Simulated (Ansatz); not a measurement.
Cu3Pd, space group Pm-3m, a point defect in a supercell

Program: Ansatz 0.2.0, Python API.

Interactive session:
```pycon
>>> import warnings
>>> import ansatz as az
>>> import numpy as np
>>> warnings.simplefilter("ignore", az.DeckWarning)
>>> vectors = np.array([
...     [3.69, 0.0, 0.0],
...     [0.0, 3.69, 0.0],
...     [0.0, 0.0, 3.69],
... ])
>>> structure = (
...     az.Lattice.of(vectors)
...     .atom("Cu", [0.0, 0.5, 0.5])
...     .atom("Cu", [0.5, 0.0, 0.5])
...     .atom("Cu", [0.5, 0.5, 0.0])
...     .atom("Pd", [0.0, 0.0, 0.0])
... )
>>> host = structure.supercell(2, 2, 1)
>>> defective = host.substitution("Zn", at=[0.0, 0.5, 0.5], replaces="Cu")
>>> def with_settings(structure):
...     return (
...         structure.calculation()
...         .functional(az.Functional.PBESOL)
...         .kpoints(2, 2, 3)
...         .occupations("Marzari-Vanderbilt")
...         .basis(550)  # plane waves up to this kinetic energy
...         .band_table()  # levels at the mesh points
...     )
...
>>> perfect = with_settings(host).run().report

>>> calc = with_settings(defective).forces()
>>> outcome = calc.run()
>>> rep = outcome.report
>>> {key: value for key, value in rep.items() if isinstance(value, (int, float)) and "ev" in key}
{'n_hpsi_unsolved_levels': 360, 'gap_by_band_count_ev': -1.2139494754621758, 'fermi_energy_ev': 17.192983692702096, 'harris_foulkes_ev': -103386.26283850297, 'scf_correction_max_component_ev_ang': 0.0016308348566038866, 'free_energy_ev': -103386.26283846734, 'internal_energy_ev': -103386.258204734, 'lagrangian_ev': -103386.26283846734, 'energy_sigma0_ev': -103386.26129388956, 'lagrangian_sigma0_ev': -103386.26129388956, 'lagrangian_above_aufbau_ev': -0.00519157069314425, 'entropy_ts_ev': 0.004633733345749828, 'loop_fermi_energy_ev': 17.192983692702096, 'occupations_fermi_energy_ev': 17.192983692702096}
>>> n_host, n_defect = len(perfect["lattice"]["sites"]), len(rep["lattice"]["sites"])
>>> print(f"perfect cell: {n_host} atoms, F = {perfect['free_energy_ev']:.4f} eV")
perfect cell: 16 atoms, F = -106693.3709 eV
>>> print(f"defect cell:  {n_defect} atoms, F = {rep['free_energy_ev']:.4f} eV")
defect cell:  16 atoms, F = -103386.2628 eV
>>> # chemical potentials are still to be added to this difference
>>> print(f"difference {rep['free_energy_ev'] - perfect['free_energy_ev']:.4f} eV (no chemical potentials)")
difference 3307.1080 eV (no chemical potentials)
>>> for label, run in (("perfect", perfect), ("defect", rep)):
...     levels, filled = np.array(run["eigenvalues_ev"][0]), np.array(run["occupations"][0])
...     top = int(np.argmin(np.abs(levels - run["fermi_energy_ev"])))
...     window = slice(max(top - 3, 0), top + 4)
...     print(label, "levels near E_F at the first k-point:", ", ".join(f"{e - run['fermi_energy_ev']:.2f} ({f:.2f})" for e, f in zip(levels[window], filled[window])))
...
perfect levels near E_F at the first k-point: -0.39 (2.00), -0.39 (2.00), -0.37 (2.00), 0.04 (0.35), 0.04 (0.35), 1.10 (0.00), 1.24 (0.00)
defect levels near E_F at the first k-point: -0.43 (2.00), -0.37 (2.00), -0.13 (2.16), -0.13 (2.16), 0.98 (0.00), 1.10 (0.00), 1.84 (0.00)
>>> pull = np.linalg.norm(rep["forces_ev_ang"], axis=1)
>>> for atom in np.argsort(-pull)[:5]:
...     print(f"force on {outcome.lattice.sites[atom].symbol}{atom}: {pull[atom]:.3f} eV/A")
...
force on Cu2: 0.287 eV/A
force on Cu10: 0.287 eV/A
force on Cu9: 0.152 eV/A
force on Cu1: 0.152 eV/A
force on Cu13: 0.152 eV/A
```

Reading the output:
- Total energies depend on the potentials; only differences at equal settings carry meaning. A total without «per atom» is that of the cell as typed.
- For a metal this k-point mesh is coarse: on a finer one energies can move by several to tens of meV an atom and pressures by half a GPa or more, differences at one mesh by less.
- An absolute Fermi energy rests on an arbitrary zero of the periodic potential and has no direct meaning.
- A gap by band count of zero or less means overlapping bands, a metal, and at an odd count of electrons it is no gap at all.
- The atoms stand at ideal sites; relaxing them can change energy and levels by an eV or more.
- The difference holds no chemical potentials.
- Errors of mesh and smearing per atom add up over the supercell, so the energy can be off by tenths of an eV.
- Each cell's levels count from its own Fermi level and aren't aligned; one k-point can hide that the defect cell is metallic.
- The structure is a deposited one; some such entries were measured under pressure or heat, so a shift against it needn't be the functional's error alone.
- Gaps and levels are Kohn-Sham values on a finite set of k-points, without spin-orbit coupling.
- The supercell is small, so the defect meets its images and the energies aren't those of an isolated defect; a partly filled defect level may also lower its energy by spin or distortion. For a charged cell the difference holds no correction, alignment or term for the electrons' reservoir.
- The whole script took 52 s on 1 thread of Intel(R) Xeon(R) Platinum 8488C (Sapphire Rapids) (shared host), peak memory 0.94 GiB.

(Lines on the test bed's own set-up are left out of the output.)
